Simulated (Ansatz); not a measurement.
# BiRh: further runs on the relaxed cell

One table from this session's results is given with a row withheld; the runs are named, their logs left out.

Method: DFT r2SCAN, scalar-relativistic, plane waves, PAW, in Ansatz 0.2.0.

## The starting structure

It takes space group P6_3/mmc (No. 194, hexagonal). Conventional cell: a = 4.130 Å, b = 4.130 Å, c = 5.691 Å, α = 90.00°, β = 90.00°, γ = 120.00°. Bi (site symmetry -6m2) is surrounded by 6 Rh at 2.78 Å. Around Rh (site symmetry -3m) lie 6 Bi at 2.78 Å and 2 Rh at 2.85 Å.

Structure file:

```cif
data_structure
_symmetry_space_group_name_H-M 'P 1'
_symmetry_Int_Tables_number 1
_cell_length_a 4.1299
_cell_length_b 4.1299
_cell_length_c 5.6913
_cell_angle_alpha 90.000
_cell_angle_beta 90.000
_cell_angle_gamma 120.000
_cell_volume 84.07
loop_
_atom_site_label
_atom_site_type_symbol
_atom_site_fract_x
_atom_site_fract_y
_atom_site_fract_z
_atom_site_occupancy
Bi1 Bi 0.33333 0.66667 0.25000 1
Bi2 Bi 0.66667 0.33333 0.75000 1
Rh1 Rh 0.00000 0.00000 0.00000 1
Rh2 Rh 0.00000 0.00000 0.50000 1
```

It is the result of an earlier relaxation at this level (volume 21.02 Å³/atom; gap on the mesh: none (metal)).

Set-up of the first run:

Input file input.yaml:

```yaml
crystal:
  lattice:
    - [4.088154664, 0.0, 0.0]
    - [-2.044077332, 3.5404457936, 0.0]
    - [0.0, 0.0, 5.6338261123]
  atoms:
    - { symbol: Bi, position: [0.3333333333, 0.6666666667, 0.25] }
    - { symbol: Bi, position: [0.6666666667, 0.3333333333, 0.75] }
    - { symbol: Rh, position: [0.0, 0.0, 0.0] }
    - { symbol: Rh, position: [0.0, 0.0, 0.5] }
basis:
  ecutwfc: 500
kpoints:
  mp_grid: { grid: [12, 12, 8] }
hamiltonian:
  xc: r2scan
scf:
  occupations: { method: gaussian, width: 0.1 }
output:
  forces: true
  stress: true
  eigenvalues: true
  write_density: true
  write_potential: true
  elf: true
  volumetric_format: npy
relax:
  adjacent_minimum: "off"
  f_tol: 0.01
  max_steps: 30
  cell: { stress_tol: 0.1, fix: [volume] }
```

Command:

```sh
> ansatz run input.yaml --threads 1 --pin off --max-ram 2560MiB --backend cpu --events-out ev --progress --plain --runs-dir out
```

Among the steps run: The cell scaled to 0.97 of its volume; Point at V/V0 = 1.03; Point at V/V0 = 0.94; The cell scaled to 1.06 of its volume; The cell scaled to 0.91 of its volume; The cell scaled to 1.10 of its volume; The cell scaled to 0.88 of its volume.

One table of the session follows, with a row left open; its other results are not shown here.

It belongs to the step «Fit of the equation of state». 

| volume (Å³/atom) | energy above the lowest point (meV/atom) | pressure (GPa) |
| --- | --- | --- |
| 18.494 | 155.7 | 22.57 |
| 19.125 | 81.8 | 15.28 |
| 19.755 | 34.0 | 9.23 |
| 20.386 | ? | ? |
| 21.016 | 0.0 | 0.00 |
| 21.647 | 7.1 | -3.47 |
| 22.277 | 26.8 | -6.37 |
| 23.118 | 68.9 | -9.46 |

**Question.** Estimate the row for volume (Å³/atom) = 20.386.

Worked estimate for «energy above the lowest point (meV/atom)». A straight line through the neighbours (19.755, 34.0) and (21.016, 0.0) gives 34.0 + (0.0 − 34.0) × (20.386 − 19.755) / (21.016 − 19.755) = 17.0; a parabola fitted to 4 rows on both sides gives 7.8.

As computed: energy above the lowest point (meV/atom): 7.9; pressure (GPa): 4.19. In «energy above the lowest point (meV/atom)» the line misses by +9.1 and the parabola by -0.1.
